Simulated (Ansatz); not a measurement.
# ZnCuC6N6: the cost of one run

Program: Ansatz 0.2.0. Level of theory: DFT PBE, scalar-relativistic, plane waves, PAW. These are calculated values, not measurements.

### Step 1. The structure to begin with

Symmetry: Fm-3m, No. 225, cubic system. The conventional cell has a = 10.189 Å, b = 10.189 Å, c = 10.189 Å, α = 90.00°, β = 90.00°, γ = 90.00°. Zn (site symmetry m-3m) is surrounded by 6 C at 1.92 Å. Cu (site symmetry m-3m) has 6 N at 2.01 Å in its first shell of neighbours. C (site symmetry 4mm) is surrounded by 1 N at 1.17 Å and 1 Zn at 1.92 Å. N (site symmetry 4mm) has 1 C at 1.17 Å and 1 Cu at 2.01 Å in its first shell of neighbours.

Structure file:

```
Zn Cu C N
1.0
     0.00000    5.09450    5.09450
     5.09450    0.00000    5.09450
     5.09450    5.09450    0.00000
Zn Cu C N
1 1 6 6
Direct
  0.00000 0.00000 0.00000
  0.50000 0.50000 0.50000
  0.81186 0.18814 0.18814
  0.18814 0.81186 0.18814
  0.18814 0.18814 0.81186
  0.18814 0.81186 0.81186
  0.81186 0.18814 0.81186
  0.81186 0.81186 0.18814
  0.69703 0.30297 0.30297
  0.30297 0.69703 0.30297
  0.30297 0.30297 0.69703
  0.30297 0.69703 0.69703
  0.69703 0.30297 0.69703
  0.69703 0.69703 0.30297
```

The cell is invented: cyanide-bridged rock-salt net of two metals, 0 guest cations a cell (Fm-3m, No. 225). Its size is a rough estimate.

### Step 2. A first look at the guess

Input file input.yaml:

```yaml
crystal:
  lattice:
    - [0.0, 5.0945, 5.0945]
    - [5.0945, 0.0, 5.0945]
    - [5.0945, 5.0945, 0.0]
  atoms:
    - { symbol: Zn, position: [0.0, 0.0, 0.0] }
    - { symbol: Cu, position: [0.5, 0.5, 0.5], spin: 1.0 }
    - { symbol: C, position: [0.81185592, 0.18814408, 0.18814408] }
    - { symbol: C, position: [0.18814408, 0.81185592, 0.18814408] }
    - { symbol: C, position: [0.18814408, 0.18814408, 0.81185592] }
    - { symbol: C, position: [0.18814408, 0.81185592, 0.81185592] }
    - { symbol: C, position: [0.81185592, 0.18814408, 0.81185592] }
    - { symbol: C, position: [0.81185592, 0.81185592, 0.18814408] }
    - { symbol: "N", position: [0.6970262, 0.3029738, 0.3029738] }
    - { symbol: "N", position: [0.3029738, 0.6970262, 0.3029738] }
    - { symbol: "N", position: [0.3029738, 0.3029738, 0.6970262] }
    - { symbol: "N", position: [0.3029738, 0.6970262, 0.6970262] }
    - { symbol: "N", position: [0.6970262, 0.3029738, 0.6970262] }
    - { symbol: "N", position: [0.6970262, 0.6970262, 0.3029738] }
basis:
  ecutwfc: 420
kpoints:
  mp_grid: { grid: [4, 4, 4] }
hamiltonian:
  xc: pbe
scf:
  occupations: { method: gaussian, width: 0.1 }
  lower_state_search: "off"
output:
  forces: true
  stress: true
  eigenvalues: true
  populations: true
magnetization:
  spin_polarized: true
```

Started as:

```
$ ansatz run input.yaml --threads 1 --pin off --max-ram 2560MiB --backend cpu --events-out ev --progress --plain --runs-dir out
```

What time and memory should one allow on 1 thread of Arm Neoverse N1, shared host?

About 74 s, with a peak of 0.67 GiB.
